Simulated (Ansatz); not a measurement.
# SrOs (CsCl type): equation of state

An exercise on one series of results from a longer session: the logs are not shown, and one member is left open.

Method: DFT PBE, scalar-relativistic, plane waves, PAW, in Ansatz 0.2.0.

1 further run of the same task is left out (it didn't finish). Runs told in other sessions of the task aren't counted.

### The system as given

It takes space group Pm-3m (No. 221, cubic). The conventional cell has a = 3.600 Å, b = 3.600 Å, c = 3.600 Å, α = 90.00°, β = 90.00°, γ = 90.00°. Around Sr (site symmetry m-3m) lie 8 Os at 3.12 Å. Os (site symmetry m-3m) has 8 Sr at 3.12 Å in its first shell of neighbours.

As a file:

```cif
data_structure
_symmetry_space_group_name_H-M 'P 1'
_symmetry_Int_Tables_number 1
_cell_length_a 3.6004
_cell_length_b 3.6004
_cell_length_c 3.6004
_cell_angle_alpha 90.000
_cell_angle_beta 90.000
_cell_angle_gamma 90.000
_cell_volume 46.67
loop_
_atom_site_label
_atom_site_type_symbol
_atom_site_fract_x
_atom_site_fract_y
_atom_site_fract_z
_atom_site_occupancy
Sr1 Sr 0.00000 0.00000 0.00000 1
Os1 Os 0.50000 0.50000 0.50000 1
```

This cell comes from an earlier session at PBE: 23.335 Å³/atom at 0.00 GPa, on a 10×10×10 mesh.

Volume factors to run: 0.980, 1.020, 0.960, 1.040, 1.070, 1.100, 0.945.

Set-up of the first run:

input.yaml

```yaml
crystal:
  lattice:
    - [3.5762029497, 0.0, 0.0]
    - [0.0, 3.5762029497, 0.0]
    - [0.0, 0.0, 3.5762029497]
  atoms:
    - { symbol: Sr, position: [0.0, 0.0, 0.0] }
    - { symbol: Os, position: [0.5, 0.5, 0.5] }
basis:
  ecutwfc: 420
  ecutrho_ratio: 4
kpoints:
  mp_grid: { grid: [10, 10, 10] }
hamiltonian:
  xc: pbe
scf:
  occupations: { method: gaussian, width: 0.05 }
output:
  forces: true
  stress: true
  eigenvalues: true
```

The run is started by

```bash
> ansatz run input.yaml --threads 2 --pin off --max-ram 2662MiB --backend cpu --events-out ev --progress --plain --runs-dir out
```

Among the steps run: Scaling the volume by 0.980; Scaling the volume by 1.020; At 0.960 of the relaxed volume; At 1.040 of the relaxed volume; Scaling the volume by 1.070; Scaling the volume by 1.100; Scaling the volume by 0.945.

One of the session's tables, all rows but one given; the rest of the session is left out.

It belongs to the step «Energy and pressure against volume». 

| volume (Å³/atom) | energy (meV/atom) | pressure (GPa) |
| --- | --- | --- |
| 22.052 | 15.24 | 4.08 |
| 22.402 | ? | ? |
| 22.868 | 1.83 | 1.35 |
| 23.335 | 0.00 | 0.00 |
| 23.802 | 1.87 | -1.20 |
| 24.269 | 7.06 | -2.28 |
| 24.969 | 20.34 | -3.70 |
| 25.669 | 39.34 | -4.92 |

**Question.** Estimate the row for volume (Å³/atom) = 22.402.

Worked estimate for «energy (meV/atom)». A straight line through the neighbours (22.052, 15.24) and (22.868, 1.83) gives 15.24 + (1.83 − 15.24) × (22.402 − 22.052) / (22.868 − 22.052) = 9.49; a parabola fitted to 3 rows on both sides gives 7.90.

**Answer.** energy (meV/atom): 7.78; pressure (GPa): 2.84. In «energy (meV/atom)» the line misses by +1.71 and the parabola by +0.12.
